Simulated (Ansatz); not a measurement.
Geometry optimisation, DFT PBE, scalar-relativistic, plane waves, PAW (Ansatz 0.2.0).

Input:

```yaml
crystal:
  lattice:
    - [0.0, 5.43, 5.43]
    - [5.43, 0.0, 5.43]
    - [5.43, 5.43, 0.0]
  atoms:
    - { symbol: Si, position: [0.0, 0.0, 0.0] }
    - { symbol: Si, position: [0.125, 0.125, 0.125] }
    - { symbol: Si, position: [0.0, 0.0, 0.5] }
    - { symbol: Si, position: [0.125, 0.125, 0.625] }
    - { symbol: Si, position: [0.0, 0.5, 0.0] }
    - { symbol: Si, position: [0.125, 0.625, 0.125] }
    - { symbol: Si, position: [0.0, 0.5, 0.5] }
    - { symbol: Si, position: [0.125, 0.625, 0.625] }
    - { symbol: Si, position: [0.5, 0.0, 0.0] }
    - { symbol: Si, position: [0.625, 0.125, 0.125] }
    - { symbol: Si, position: [0.5, 0.0, 0.5] }
    - { symbol: Si, position: [0.625, 0.125, 0.625] }
    - { symbol: Si, position: [0.5, 0.5, 0.0] }
    - { symbol: Si, position: [0.625, 0.625, 0.125] }
    - { symbol: Si, position: [0.5, 0.5, 0.5] }
    - { symbol: Si, position: [0.625, 0.625, 0.625] }
    - { symbol: Si, position: [0.0548443, 0.3110724, 0.8111051] }
basis:
  ecutwfc: 420.0
kpoints:
  mp_grid: { grid: [2, 2, 2] }
hamiltonian:
  xc: pbe
  pseudopotentials: { kind: paw, azcp: { folder: soft_1 } }
scf:
  occupations: { method: gaussian, width: 0.05 }
  lower_state_search: "off"
relax:
  f_tol: 0.03
  max_steps: 60
  adjacent_minimum: "off"
```

Command:

```bash
$ ansatz run input.yaml --threads 1 --pin off --max-ram 3072MiB --backend cpu --events-out ev --progress --plain --runs-dir out
```

Task: Where does it end, and by what steps?

Result: The forces met the threshold. Limits of this set-up: coarse k mesh. After 9 steps the energy has fallen by 1.022 eV; Si13 moved furthest, 0.47 Å. Joined: Si13–Si17 (3.48 → 2.60 Å).

```tsv
step	energy less start (eV)	largest force component (eV/Å)	accepted
0	0.0000	2.603	yes
1	-0.7265	1.092	yes
2	-0.9721	0.130	yes
3	-0.9873	0.088	yes
4	-0.9913	0.064	yes
5	-1.0009	0.141	yes
6	-1.0119	0.081	yes
7	-1.0144	0.113	yes
8	-1.0213	0.031	yes
9	-1.0224	0.023	yes
```

```xyz
17
Lattice="0.0000 5.4300 5.4300 5.4300 0.0000 5.4300 5.4300 5.4300 0.0000" Properties=species:S:1:pos:R:3
Si -0.120 0.112 -0.194
Si 1.401 1.370 1.309
Si 2.810 2.616 -0.099
Si 4.057 4.024 1.309
Si 2.908 0.115 2.830
Si 3.820 1.608 4.323
Si 5.310 2.521 2.827
Si 6.831 4.024 4.085
Si 0.037 2.685 2.673
Si 1.297 4.129 4.000
Si 2.741 5.389 2.674
Si 4.160 6.697 3.982
Si 2.439 2.987 5.702
Si 4.140 4.129 6.844
Si 5.467 5.388 5.400
Si 6.727 6.715 6.844
Si 6.369 4.492 1.777
```

Whether the end is a true minimum wasn't checked by a vibrational analysis.

Run time: 51 s on 1 thread of Arm Neoverse V2, on a shared host, peak memory 0.49 GiB.
